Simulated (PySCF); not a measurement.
# C2H6Cl2O2Zr (Zr(OMe)2Cl2): the cost of one run

Computed with PySCF 2.14.0 and routines of our own; the level stands in each step. Atoms count from 0.

## 1. The starting structure

13 atoms, charge 0, multiplicity 1; geometry from: GFN2-xTB.

## 2. Optimising the geometry at PBE0-D3(BJ)/def2-SVP

What the job is given:

```
{"job": {"xc": "PBE0", "basis": "def2-SVP", "d3": "d3bj", "grid": 1, "maxiter": 30, "shake": 0.03, "kind": "geom"}, "charge": 0, "multiplicity": 1}
Zr     0.097800    -0.007640     0.037770
O     -0.113160     0.014260     1.869580
C     -1.468370    -0.017400     2.353830
H     -1.892800     0.862870     1.997850
H     -1.381670     0.018990     3.444510
H     -1.917230    -0.941660     2.080590
O      1.771250     0.002850    -0.702610
C      1.836660    -0.039720    -2.121560
H      1.356720    -0.997580    -2.404970
H      2.829060    -0.008450    -2.403340
H      1.211530     0.786910    -2.527970
Cl    -1.040630     1.906970    -0.747200
Cl    -1.258530    -1.632520    -0.854290
```

The run is started by

```
OMP_NUM_THREADS=1 python heavy_run.py task.json out
```

The driver reads the jobs from task.json and runs them one after another.

Q: Estimate the wall time and peak memory of this first job on 1 thread of AMD EPYC 7R43, shared host.

About 3.4 min, with a peak of 0.61 GiB.
